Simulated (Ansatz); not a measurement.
# C₂H₈GaNSi: one species, many methods

How much do the methods differ for C₂H₈GaNSi? The plan is to run it at one geometry with functionals of several rungs and with coupled cluster, and see how far each lands from CCSD(T) at the basis-set limit for the atomisation energy.

Program: Ansatz 0.2.0, Gaussian basis. Level of theory: functionals in def2-TZVPP, the program's frozen cores in correlated methods. These are calculated values, not measurements.

Plan: PBE-D4, r2SCAN-D4, PBE0-D4, B3LYP-D4, ωB97X-V, ωB97M-V, B2PLYP; CCSD(T)/def2-TZVPP; MP2/def2-QZVPP; extrapolation to the limit.

## 1. The geometry

An earlier PBE0-D4 in a triple-zeta def2 set relaxation fixed the geometry.

SMILES `[CH3][GaH]/[N]=C\[SiH3]`, 13 atoms, charge 0, spin multiplicity 1.

Atoms are counted from 1 here; the program's logs count them from 0.

Bond lengths: C1–Ga2 1.959 Å, C1–H6 1.093 Å, C1–H7 1.092 Å, C1–H8 1.090 Å, Ga2–N3 1.827 Å, Ga2–H9 1.561 Å, N3–C4 1.252 Å, C4–Si5 1.900 Å, C4–H10 1.107 Å, Si5–H11 1.489 Å, Si5–H12 1.489 Å, Si5–H13 1.487 Å. Angles: Ga2–C1–H6 110.0°, Ga2–C1–H7 110.7°, Ga2–C1–H8 111.0°, H6–C1–H7 107.4°, H6–C1–H8 108.7°, H7–C1–H8 108.9°, C1–Ga2–N3 116.5°, C1–Ga2–H9 128.4°, N3–Ga2–H9 114.5°, Ga2–N3–C4 151.1°, N3–C4–Si5 123.7°, N3–C4–H10 118.8°, Si5–C4–H10 117.5°, C4–Si5–H11 110.7°, C4–Si5–H12 110.8°, C4–Si5–H13 107.3°, H11–Si5–H12 107.8°, H11–Si5–H13 110.2° and more.

Coordinates:

```
C    -2.2298    1.4420    0.1589
Ga   -0.4922    1.1595    1.0180
N     0.9022    0.7351   -0.0835
C     1.6293   -0.1077   -0.6559
Si    1.4325   -1.9855   -0.4454
H    -2.9708    0.7581    0.5798
H    -2.5870    2.4591    0.3340
H    -2.1668    1.2699   -0.9158
H    -0.0830    1.4522    2.4961
H     2.4370    0.2494   -1.3241
H     1.1691   -2.6375   -1.7581
H     2.6723   -2.5860    0.1195
H     0.2872   -2.2085    0.4765
```

## 2. PBE-D4 (GGA)

in.yaml reads:

```yaml
crystal:
  periodic: [false, false, false]
  atoms:
    - {symbol: C, position_ang: [-2.229778, 1.442008, 0.158873]}
    - {symbol: Ga, position_ang: [-0.492246, 1.159479, 1.018048]}
    - {symbol: N, position_ang: [0.902160, 0.735112, -0.083494]}
    - {symbol: C, position_ang: [1.629345, -0.107689, -0.655942]}
    - {symbol: Si, position_ang: [1.432507, -1.985491, -0.445356]}
    - {symbol: H, position_ang: [-2.970800, 0.758054, 0.579764]}
    - {symbol: H, position_ang: [-2.586991, 2.459101, 0.333951]}
    - {symbol: H, position_ang: [-2.166801, 1.269870, -0.915847]}
    - {symbol: H, position_ang: [-0.082995, 1.452233, 2.496077]}
    - {symbol: H, position_ang: [2.437047, 0.249446, -1.324102]}
    - {symbol: H, position_ang: [1.169119, -2.637549, -1.758064]}
    - {symbol: H, position_ang: [2.672260, -2.586047, 0.119547]}
    - {symbol: H, position_ang: [0.287172, -2.208527, 0.476535]}
basis:
  gaussian: {orbitals: def2-TZVPP}
hamiltonian: {xc: pbe, dispersion: d4}
output: {forces: true, orbitals: {seedname: orbitals}}
```

The run is started by

```console
$ ansatz run in.yaml --threads 2 --pin off --events-out ev --progress --plain --max-ram 22528MiB --backend cuda --devices 0, --max-vram 18GiB
```

After this run come: r2SCAN-D4 (meta-GGA); PBE0-D4 (hybrid); B3LYP-D4 (hybrid); ωB97X-V (range-separated); ωB97M-V (range-separated); B2PLYP (double hybrid); CCSD(T) in def2-TZVPP; MP2 in def2-QZVPP.

Q: Predict the results of all the runs planned. Wanted: atomisation energy, CCSD(T)/CBS; farthest; mean size of error, hybrid; mean size of error, range-separated; gap, smallest and largest; T1 diagnostic; triples share of the correlation energy.

As calculated:

```
                               quantity                                           value
        atomisation energy, CCSD(T)/CBS                                   4368.8 kJ/mol
 functionals within 43.7 kJ/mol (1.0 %)  r2SCAN-D4, PBE0-D4, B3LYP-D4, ωB97X-V, ωB97M-V
                               farthest                           B2PLYP (-51.5 kJ/mol)
             mean size of error, hybrid                                      8.5 kJ/mol
    mean size of error, range-separated                                      9.6 kJ/mol
              gap, smallest and largest             2.94 eV (PBE-D4), 9.58 eV (ωB97X-V)
                          T1 diagnostic                                          0.0153
triples share of the correlation energy                                           4.2 %
```

In words: PBE-D4 misses by +51.0 kJ/mol. Double hybrids carry the basis error of their MP2 part in triple zeta, and no dispersion term here, so their miss is partly the set-up's. The reference freezes the cores and leaves out relativity and excitations past (T), and its outer-core shells are covered unevenly, so misses under about 43.7 kJ/mol can't be ranked. Hartree-Fock recovers 72 % of the binding; the rest is correlation. The gap grows from 2.9 to 9.6 eV across the functionals, mostly with the share of exact exchange. Correlated methods include outer-core shells of Ga, which these sets cover unevenly.
